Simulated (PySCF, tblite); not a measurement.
# C₄H₈B₂Cl₂: geometry, infrared bands and NMR shifts

Aim: predict the infrared bands and NMR shifts of C₄H₈B₂Cl₂ (`CC/C=C\BB(Cl)Cl`).

The runs use tblite 0.8.0 and PySCF 2.14.0, with density-fitted response routines of our own; the level of theory stands in each step. All values are computed, except where a source is named. Atoms count from 0, in the outputs and in this text.

## (1) Starting geometry

16 atoms, charge 0, multiplicity 1; geometry from: force field or distance geometry start.

Bonds of the start (Å): C0–C1 1.51, C1–C2 1.48, C2–C3 1.32, C3–B4 1.56, B4–B5 1.66, B5–Cl6 1.86, B5–Cl7 1.87, C0–H8 1.10, C0–H9 1.13, C0–H10 1.11, C1–H11 1.09, C1–H12 1.13, C2–H13 1.11, C3–H14 1.08, B4–H15 1.20.

## (2) Optimising the geometry with GFN2-xTB

What the job is given:

```
{"job": {"kind": "relax", "xc": "GFN2-xTB", "basis": "xTB"}, "charge": 0, "multiplicity": 1}
C     -2.141300     0.898100    -0.245100
C     -1.368100     0.069600     0.747200
C     -0.687000    -1.036200     0.040300
C      0.618900    -1.217200    -0.007800
B      1.639500    -0.296600     0.736800
B      2.865900     0.433700    -0.115200
Cl     2.796900     2.295000    -0.148700
Cl     4.575700    -0.268500     0.188700
H     -1.459900     1.458100    -0.898500
H     -2.698900     0.150500    -0.876600
H     -2.876300     1.573700     0.246400
H     -0.701100     0.731100     1.309300
H     -2.090900    -0.383600     1.487400
H     -1.335300    -1.743900    -0.512400
H      0.977300    -2.067600    -0.567500
H      1.877000    -0.587200     1.872000
```

Run with:

```console
OMP_NUM_THREADS=1 python probes_run.py task.json out
```

One launch serves the whole session: the jobs run in the order shown.

**Question.** This job is followed by: GFN2-xTB harmonic vibrations, gas phase; GIAO PBE0/pcSseg-1 NMR shielding, non-relativistic, gas phase. What will the session give for the following? strongest single infrared mode (GFN2-xTB); zero-point energy (GFN2-xTB); ¹³C shifts against TMS (PBE0/pcSseg-1); ¹H shifts against TMS (PBE0/pcSseg-1, means over atoms taken as alike); ¹¹B shifts against BF3·OEt2 (PBE0/pcSseg-1); ³⁵Cl shifts against HCl (PBE0/pcSseg-1, means over atoms taken as alike).

As calculated:

```
                                                                quantity                             value
                               strongest single infrared mode (GFN2-xTB)             1628 cm⁻¹, 125 km/mol
                                            zero-point energy (GFN2-xTB)                     72.3 kcal/mol
                                  ¹³C shifts against TMS (PBE0/pcSseg-1)      174.5, 142.0, 31.9, 21.0 ppm
  ¹H shifts against TMS (PBE0/pcSseg-1, means over atoms taken as alike)  8.22, 7.47, 6.86, 2.48, 1.10 ppm
                             ¹¹B shifts against BF3·OEt2 (PBE0/pcSseg-1)                    74.4, 73.3 ppm
³⁵Cl shifts against HCl (PBE0/pcSseg-1, means over atoms taken as alike)                           320 ppm
```

Relaxing lowered the energy by 0.981 eV in 130 steps; the close pair that moved most is B5–Cl7, from 1.873 to 1.734 Å. All 42 modes are real, so the xTB geometry is a minimum. The strongest single mode, at 1628 cm⁻¹, moves mainly C2 and C3. Unscaled tight-binding wavenumbers are off by several per cent, some by more. Its intensities can rank the bands wrongly. At PBE0/pcSseg-1: The widest tensor belongs to Cl6, Cl7: span 642 ppm, with a paramagnetic part of -518 ppm.
